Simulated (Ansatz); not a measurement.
# BP: the cost of one run

All numbers are computed with the Python package of Ansatz 0.2.0. Level of theory: DFT PBE, plane waves, PAW.

## Step 1: Starting point

The structure is cubic, space group F-43m (No. 216). Conventional cell: a = 4.538 Å, b = 4.538 Å, c = 4.538 Å, α = 90.00°, β = 90.00°, γ = 90.00°. Around B (site symmetry -43m) lie 4 P at 1.97 Å. P (site symmetry -43m) is surrounded by 4 B at 1.97 Å.

The script holds or builds the structure itself.

## Step 2: Script

phonons_bp.py

```python
"""Harmonic phonons of BP."""

from pathlib import Path

import ansatz as az
import numpy as np

lattice = az.Lattice.of(
    (0.0, 2.269, 2.269),
    (2.269, 0.0, 2.269),
    (2.269, 2.269, 0.0),
)
sites = [
    ("B", (0.0, 0.0, 0.0)),
    ("P", (0.25, 0.25, 0.25)),
]
xtal = az.Crystal(lattice=lattice)
for symbol, position in sites:
    xtal = xtal.atom(symbol, position)
path = [
    ("K", (-0.375, 0.0, 0.375)),
    ("G", (0.0, 0.0, 0.0)),
    ("L", (0.0, 0.0, 0.5)),
    ("W", (-0.5, -0.25, 0.25)),
    ("X", (-0.5, -0.5, 0.0)),
]

# the k mesh has to be a multiple of the supercell
base = xtal.calculation()
base = base.pseudopotentials("paw")
base = base.basis(420)
base = base.functional(az.Functional.PBE)
base = base.occupations("fixed")
base = base.kpoints(6, 6, 6).phonons("fd", supercell=2, amplitude=0.015, path=[q for _, q in path], intervals=4)
done = base.run(threads=1, runs_dir="runs")
folder = Path(done.output_folder) / "results"
ph = done.phonons

for mode, w in enumerate(ph.gamma_omega_inv_cm, start=1):
    print(f"Gamma mode {mode:2d}: {w:8.1f} 1/cm  {w / 33.35641:7.3f} THz")
print(f"{ph.n_members} displaced supercells, sum-rule residual {ph.asr_residual_pre_ev_ang2:.1e} eV/A^2")
table = np.loadtxt(folder / "phbands.tsv", comments="#")
n_modes = len(ph.gamma_omega_inv_cm)
omega = table[:, 1 : 1 + n_modes]
for i, (label, _) in enumerate(path):
    print(f"{label:3s}", " ".join(f"{v:7.1f}" for v in omega[min(i * 4, len(omega) - 1)]))
# a negative number stands for an imaginary frequency
print(f"lowest {omega.min():.1f}, highest {omega.max():.1f} 1/cm on the path;", "unstable" if omega.min() < -10 else "no imaginary branch")
```

## Step 3: The input behind the calls

The engine receives this input:

```yaml
crystal:
  lattice:
    - [0.0, 2.269, 2.269]
    - [2.269, 0.0, 2.269]
    - [2.269, 2.269, 0.0]
  atoms:
    - { symbol: B, position: [0.0, 0.0, 0.0] }
    - { symbol: P, position: [0.25, 0.25, 0.25] }
basis:
  ecutwfc: 420.0
kpoints:
  mp_grid:
    grid: [6, 6, 6]
hamiltonian:
  xc: pbe
  pseudopotentials:
    kind: paw
scf:
  occupations:
    method: fixed
phonons:
  method: fd
  supercell: [2, 2, 2]
  amplitude: 0.015
  qpath:
    path:
      - [-0.375, 0.0, 0.375]
      - [0.0, 0.0, 0.0]
      - [0.0, 0.0, 0.5]
      - [-0.5, -0.25, 0.25]
      - [-0.5, -0.5, 0.0]
    npoints: 4
```

## Step 4: Running it

Launch:

```console
$ python phonons_bp.py
```

Q: Estimate wall time and peak memory on 1 thread of AMD EPYC 7R43 (Zen 3), shared host.

About 22 s, with a peak of 0.59 GiB.
